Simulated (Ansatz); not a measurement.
# NiO: the cost of one run

Program: Ansatz 0.2.0. Level of theory: DFT PBE+U (U_eff = 6.2 eV on Ni 3d), scalar-relativistic, plane waves, PAW. These are calculated values, not measurements.

## 1. Starting point

Symmetry: Fm-3m, No. 225, cubic system. Conventional cell: a = 4.268 Å, b = 4.268 Å, c = 4.268 Å, α = 90.00°, β = 90.00°, γ = 90.00°. Ni (site symmetry m-3m) has 6 O at 2.13 Å as nearest neighbours. O (site symmetry m-3m) has 6 Ni at 2.13 Å as nearest neighbours.

As a file:

```xyz
2
Lattice="0.0000 2.1338 2.1338 2.1338 0.0000 2.1338 2.1338 2.1338 0.0000" Properties=species:S:1:pos:R:3 pbc="T T T"
Ni    0.0000    0.0000    0.0000
O     2.1338    2.1338    2.1338
```

This cell comes from an earlier session at PBE+U (U_eff = 6.2 eV on Ni 3d): 9.715 Å³/atom at 0.02 GPa, on a 10×10×10 mesh.

## 2. Coarse mesh, to find the state of the open shells

File input.yaml:

```yaml
crystal:
  lattice:
    - [0.0, 2.1337896542, -2.1337896542]
    - [0.0, 2.1337896542, 2.1337896542]
    - [4.2675793084, 0.0, 0.0]
  atoms:
    - { symbol: Ni, position: [0.0, 0.0, 0.0], spin: 2.0 }
    - { symbol: O, position: [0.0, 1.0, 0.5] }
    - { symbol: Ni, position: [0.5, 0.5, 0.5], spin: -2.0 }
    - { symbol: O, position: [0.5, 1.5, 1.0] }
basis:
  ecutwfc: 420
  ecutrho_ratio: 4
kpoints:
  mp_grid: { grid: [5, 5, 3] }
hamiltonian:
  xc: pbe
  hubbard: { sites: [{ species: Ni, l: d, u_eff: 6.2 }] }
scf:
  occupations: { method: gaussian, width: 0.05 }
output:
  forces: true
  stress: true
  eigenvalues: true
  populations: true
  hubbard: { sites: [{ species: Ni, l: d }] }
magnetization:
  spin_polarized: true
```

Command:

```console
$ ansatz run input.yaml --threads 2 --pin off --max-ram 5120MiB --backend cpu --events-out ev --progress --plain --runs-dir out
```

**Question.** How long does this run take on 2 threads of Intel Xeon Platinum 8259CL at 2.50GHz (Skylake/Cascade Lake), shared host, and how much memory does it need?

About 5.2 s, with a peak of 0.45 GiB.
